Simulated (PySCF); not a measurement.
**TlAs: bond curves at several levels of theory**

An exercise on one series of results from a longer session: the logs are not shown, and one member is left open.

Computed with PySCF 2.14.0. Level: Tl def2-SVP with ECP60, As def2-SVP, scalar-relativistic core potentials.

The first run:

The job is set up so:

| Quantity | Value |
| --- | --- |
| atoms | Tl, As |
| charge | 0 |
| basis | Tl def2-SVP with ECP60, As def2-SVP |
| Hamiltonian | scalar-relativistic core potentials |
| basis functions | 58 |
| electrons treated | 54 |
| masses in u | 204.9744, 74.9216 |
| levels | PBE0, PBE, r²SCAN, r²SCANh, M06-L, BP86, LC-ωPBE, HF, MP2, SCS-MP2, CCSD, CCSD(T) |
| grid | 80 radial by 434 angular points |
| occupations | held fixed by the projection of orbital angular momentum |
| dissociation limit | Tl + As, each in its ground configuration |
| starting distance in angstrom | 2.605 |
| values of 2S to try | 0, 2, 4 |

On the command line:

```
> OMP_NUM_THREADS=1 python dia.py task.json out
```

Among the steps run: Set-up; The PBE0 curve of the state that the search chose; Excited determinants; PBE (GGA); r²SCAN; r²SCANh (hybrid meta-GGA); M06-L (meta-GGA); BP86 (GGA); LC-ωPBE (range-separated hybrid); UHF (mean field); MP2 and coupled cluster.

One table of the session follows, with a row left open; its other results are not shown here.

Energy (eV) from each level's lowest point:

| R (Å) | UHF | UHF-MP2 | UHF-SCS-MP2 | UHF-CCSD | UHF-CCSD(T) |
| --- | --- | --- | --- | --- | --- |
| 2.436 | 0.710 | 0.626 | 0.671 | n/a | n/a |
| 2.550 | 0.332 | 0.275 | 0.307 | 0.311 | 0.316 |
| 2.663 | 0.118 | 0.085 | 0.103 | 0.106 | 0.109 |
| 2.748 | 0.035 | 0.018 | 0.027 | 0.029 | 0.030 |
| 2.833 | 0.000 | 0.000 | 0.000 | 0.000 | 0.000 |
| 2.918 | ? | ? | ? | ? | ? |
| 3.031 | 0.045 | 0.090 | 0.073 | 0.059 | 0.056 |
| 3.173 | 0.132 | 0.234 | 0.210 | 0.166 | 0.163 |
| 3.343 | 0.243 | 0.449 | 0.425 | 0.328 | 0.327 |
| 3.570 | 0.355 | 0.696 | 0.674 | n/a | n/a |

Q: Estimate the row for R (Å) = 2.918 from the others.

Worked estimate for «UHF». A straight line through the neighbours (2.833, 0.000) and (3.031, 0.045) gives 0.000 + (0.045 − 0.000) × (2.918 − 2.833) / (3.031 − 2.833) = 0.019; a parabola fitted to 4 rows on both sides gives 0.007.

As computed: UHF: 0.002; UHF-MP2: 0.019; UHF-SCS-MP2: 0.011; UHF-CCSD: 0.008; UHF-CCSD(T): 0.006. In «UHF» the line misses by +0.017 and the parabola by +0.005.
